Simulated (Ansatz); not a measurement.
# Cd2SeS: how the settings move a single-point run

Aim: see which settings change the result for Cd2SeS, by how much, and at what cost. The cell is built on a prototype (ordering on rocksalt) and needn't be the phase found in nature.

Program: Ansatz 0.2.0. Level of theory: reference: DFT, PBEsol, plane waves, PAW. These are calculated values, not measurements.

1 further run of the same task is left out (it didn't finish).

### 1 The starting structure

Symmetry: R-3m, No. 166, trigonal system. The conventional cell has a = 3.939 Å, b = 3.939 Å, c = 19.296 Å, α = 90.00°, β = 90.00°, γ = 120.00°. Around S (site symmetry -3m) lie 6 Cd at 2.75 Å. Se (site symmetry -3m) is surrounded by 6 Cd at 2.82 Å. Cd (site symmetry 3m) has 3 S at 2.75 Å and 3 Se at 2.82 Å as nearest neighbours.

Coordinates:

```
S Se Cd
1.0
     1.96948    1.13708    6.43184
    -1.96948    1.13708    6.43184
     0.00000   -2.27416    6.43184
S Se Cd
1 1 2
Direct
  0.00000 0.00000 0.00000
  0.50000 0.50000 0.50000
  0.25300 0.25300 0.25300
  0.74700 0.74700 0.74700
```

### 2 Baseline

File input.yaml:

```yaml
crystal:
  lattice:
    - [1.9694779008, 1.1370785962, 6.4318416944]
    - [-1.9694779008, 1.1370785962, 6.4318416944]
    - [0.0, -2.2741571924, 6.4318416944]
  atoms:
    - { symbol: S, position: [1.0, 0.0, 0.0] }
    - { symbol: Se, position: [0.5, 0.5, 0.5] }
    - { symbol: Cd, position: [0.2530031832, 0.2530031832, 0.2530031832] }
    - { symbol: Cd, position: [0.7469968168, 0.7469968168, 0.7469968168] }
kpoints:
  mp_grid: { grid: [6, 6, 6] }
hamiltonian:
  xc: pbesol
scf:
  occupations: { method: fermi_dirac, width: 0.02 }
  n_extra_bands: 5
output:
  forces: true
  stress: true
  eigenvalues: true
```

The run is started by

```
$ ansatz run input.yaml --threads 4 --pin off --max-ram 3686MiB --backend cpu --events-out ev --progress --plain --runs-dir out
```

### 3 The same system, input altered

input.yaml: that of step 2 with these lines changed.

```diff
@@ -17,2 +17,3 @@
   n_extra_bands: 5
+  max_iter: 68
 output:
@@ -21 +22,4 @@
   eigenvalues: true
+magnetization:
+  spin_polarized: true
+  initial_magnetization: 0.5
```

### 5 Variant: occupations.method gaussian, occupations.width 0.05

input.yaml: that of step 2 with these lines changed.

```diff
@@ -15,3 +15,3 @@
 scf:
-  occupations: { method: fermi_dirac, width: 0.02 }
+  occupations: { method: gaussian, width: 0.05 }
   n_extra_bands: 5
```

### 6 Changed: ecutrho_ratio 12

input.yaml: that of step 2 with these lines changed.

```diff
@@ -17,2 +17,3 @@
   n_extra_bands: 5
+  max_iter: 70
 output:
@@ -21 +22,3 @@
   eigenvalues: true
+basis:
+  ecutrho_ratio: 12
```

### 7 Changed: occupations.method gaussian, occupations.width 0.2

input.yaml: that of step 2 with these lines changed.

```diff
@@ -15,3 +15,3 @@
 scf:
-  occupations: { method: fermi_dirac, width: 0.02 }
+  occupations: { method: gaussian, width: 0.2 }
   n_extra_bands: 5
```

### 8 Changed: occupations.method gaussian, occupations.width 0.001

input.yaml: that of step 2 with these lines changed.

```diff
@@ -15,3 +15,3 @@
 scf:
-  occupations: { method: fermi_dirac, width: 0.02 }
+  occupations: { method: gaussian, width: 0.001 }
   n_extra_bands: 5
```

### 9 Variant: occupations.method cold, occupations.width 0.05

input.yaml: that of step 2 with these lines changed.

```diff
@@ -15,3 +15,3 @@
 scf:
-  occupations: { method: fermi_dirac, width: 0.02 }
+  occupations: { method: cold, width: 0.05 }
   n_extra_bands: 5
```

(Steps that only read results are left out.)

**Question.** What will these runs give? Wanted: for each run, ending; energy change; pressure; gap; force.

**Answer**, as computed:

| run | ending | energy change | pressure (GPa) | gap (eV) | force (eV/Å) | cycles | time |
| --- | --- | --- | --- | --- | --- | --- | --- |
| reference | converged | 0 | -2.2 | 0.00 | 0.04 | 6 | 2.7 s |
| 1: spin_polarized true, initial_magnetization 0.5 | converged | 0.0 meV/atom | -2.2 | 0.00 | 0.04 | 16 | 8.7 s |
| 2: occupations.method gaussian, occupations.width 0.05 | converged | 0.0 meV/atom (σ→0) | -2.2 | 0.00 | 0.04 | 6 | 2.8 s |
| 3: ecutrho_ratio 12 | converged | 0.0 meV/atom | -2.2 | 0.00 | 0.04 | 6 | 3.2 s |
| 4: occupations.method gaussian, occupations.width 0.2 | converged | -0.1 meV/atom (σ→0) | -2.2 | 0.00 | 0.05 | 6 | 2.8 s |
| 5: occupations.method gaussian, occupations.width 0.001 | converged | 0.0 meV/atom (σ→0) | -2.2 | 0.00 | 0.04 | 12 | 3.8 s |
| 6: occupations.method cold, occupations.width 0.05 | converged | 0.0 meV/atom (σ→0) | -2.2 | 0.00 | 0.05 | 7 | 3 s |

Residual by cycle in the longest SCF loop of each run; runs are numbered as in the table. The quantity is the density residual dr2, in eV.

| cycle | reference | run 1 | run 2 | run 3 | run 4 | run 5 | run 6 |
| --- | --- | --- | --- | --- | --- | --- | --- |
| 1 | 0.0258 | 3.54 | 0.0258 | 0.0258 | 0.0287 | 0.0256 | 0.0252 |
| 2 | 0.0145 | 0.869 | 0.0143 | 0.0145 | 0.018 | 0.00553 | 0.0117 |
| 4 | 1.2e-5 | 0.0457 | 1.3e-5 | 1.3e-5 | 1.1e-5 | 0.00224 | 4.7e-5 |
| 5 | 2.5e-7 | 0.00895 | 3.2e-7 | 2.6e-7 | 3.1e-7 | 0.00187 | 4.2e-6 |
| 6 | 2.7e-9 | 0.00426 | 6.3e-9 | 4.6e-9 | 1.6e-8 | 9.8e-4 | 2.8e-7 |
| 8 | - | 4.9e-4 | - | - | - | 2.4e-4 | - |
| 9 | - | 3.5e-4 | - | - | - | 8.8e-5 | - |
| 11 | - | 2.8e-5 | - | - | - | 1.8e-7 | - |
| 12 | - | 4.7e-6 | - | - | - | 8.3e-9 | - |
| 13 | - | 1.3e-6 | - | - | - | - | - |
| 15 | - | 7.5e-10 | - | - | - | - | - |
| 16 | - | 4.3e-11 | - | - | - | - | - |

What this shows: Semilocal functionals close small gaps, so the missing gap need not be the real solid's. Of the variants the dearest is «spin_polarized true, initial_magnetization 0.5» (8.7 s), the cheapest «occupations.method gaussian, occupations.width 0.05» (2.8 s), on a shared host.
